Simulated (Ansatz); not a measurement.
B2P:

```
B P
1.0
     1.51512    0.87475    3.92488
    -1.51512    0.87475    3.92488
     0.00000   -1.74950    3.92488
B P
2 1
Cartesian
  0.0000 0.0000 5.0553
  0.0000 0.0000 6.7193
  0.0000 0.0000 0.0000
```

The cell was built by a generator and needn't be a form met in nature.

Program: Ansatz 0.2.0. Alike in all runs: task band structure; potentials or basis Ansatz PAW; no spin polarisation; cell as given; k mesh 10 × 10 × 10; cutoff (eV) 420; smearing fermi-dirac 0.05 eV.

Order these runs on this cell by their pressure, lowest first.
A. level RPBE
B. level LDA
C. level BLYP
D. level PBEsol

B (-6.2 GPa), D (-3.2 GPa), A (2.4 GPa), C (6.0 GPa).

Caveats: the PAW data sets come from PBE, with cores solved anew for the run's functional, which leaves a small shift of forces and pressure.

Runs at the PBE level aren't shown here.
